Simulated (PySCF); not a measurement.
**C₂H₁₀N₂Si: electronic excitations and core binding energies**

Wanted: the electronic excitations and core binding energies of C₂H₁₀N₂Si (`C[SiH](C)NN`), by calculation.

Computed with PySCF 2.14.0, with density-fitted response routines of our own, on a single molecule in the gas phase. Atoms count from 0, in the outputs and in this text.

## (1) The molecule as given

15 atoms, charge 0, multiplicity 1; geometry from: GFN2-xTB.

Bonds of the start (Å): C0–Si1 1.89, Si1–C2 1.90, Si1–N3 1.73, N3–N4 1.43, C0–H5 1.08, C0–H6 1.09, C0–H7 1.08, Si1–H8 1.48, C2–H9 1.09, C2–H10 1.09, C2–H11 1.09, N3–H12 1.01, N4–H13 1.02, N4–H14 1.02.

## (2) Excited states and response: CAM-B3LYP/def2-SVPD

The job: settings as JSON, then the geometry in Å.

```
{"job": {"kind": "uv", "xc": "CAM-B3LYP", "basis": "def2-SVPD", "nstates": 8, "ntriplets": 3}, "charge": 0, "multiplicity": 1}
C     -1.886835    -0.804615    -0.398882
Si    -0.307256    -0.169241     0.425109
C     -0.094210     1.712930     0.252572
N      0.994745    -0.904018    -0.444123
N      2.372713    -0.632256    -0.202997
H     -2.758125    -0.318600     0.026218
H     -1.887244    -0.612174    -1.466712
H     -2.005915    -1.873359    -0.254818
H     -0.313275    -0.492503     1.870553
H     -0.928937     2.244062     0.699942
H      0.808961     2.060045     0.747691
H     -0.033356     2.013652    -0.789843
H      0.902040    -1.844924    -0.798800
H      2.551164     0.329422    -0.481242
H      2.581117    -0.700430     0.793420
```

Level: TDDFT CAM-B3LYP/def2-SVPD, vertical, gas phase, core orbitals frozen in the response.

On the command line:

```bash
OMP_NUM_THREADS=1 python probes_run.py task.json out
```

One launch serves the whole session: the jobs run in the order shown.

**Question.** This job is followed by: delta-SCF UKS SCAN, pcX-2 on the ionised atom, pcseg-1 elsewhere, spin-free X2C. What will the session give for the following? lowest singlet (CAM-B3LYP/def2-SVPD); brightest single state of those computed; lowest triplet; surface potential, 1st and 99th percentile; N1s binding energies, SCAN/pcX-2; C1s binding energies, SCAN/pcX-2; Si1s binding energies, SCAN/pcX-2; Si2p binding energies, SCAN/pcX-2.

The runs gave:

| quantity | value |
| --- | --- |
| lowest singlet (CAM-B3LYP/def2-SVPD) | 6.19 eV (200 nm), f = 0.008 |
| brightest single state of those computed | state 6, 7.69 eV, f = 0.054 |
| lowest triplet | 5.94 eV |
| surface potential, 1st and 99th percentile | -1.51 V and 1.29 V |
| N1s binding energies, SCAN/pcX-2 | N4 405.68, N3 404.71 eV |
| C1s binding energies, SCAN/pcX-2 | C0 289.98 eV |
| Si1s binding energies, SCAN/pcX-2 | Si1 1846.19 eV |
| Si2p binding energies, SCAN/pcX-2 | Si1 106.53 eV |

In words: The first singlet state (HOMO→LUMO 0.65, HOMO→LUMO+2 0.16) lies at 6.19 eV and is weak; of the 8 states computed, the strongest absorption comes from state 6 at 7.69 eV (the last state computed is bright too, and its partners may lie past the list). The lowest triplet lies 0.24 eV below the lowest singlet (triplets in Tamm-Dancoff, singlets in full TDDFT). N4 (nitrogen bonded to N, 2 H) binds its N1s electron 0.97 eV more tightly than N3 (nitrogen bonded to N, Si, H).
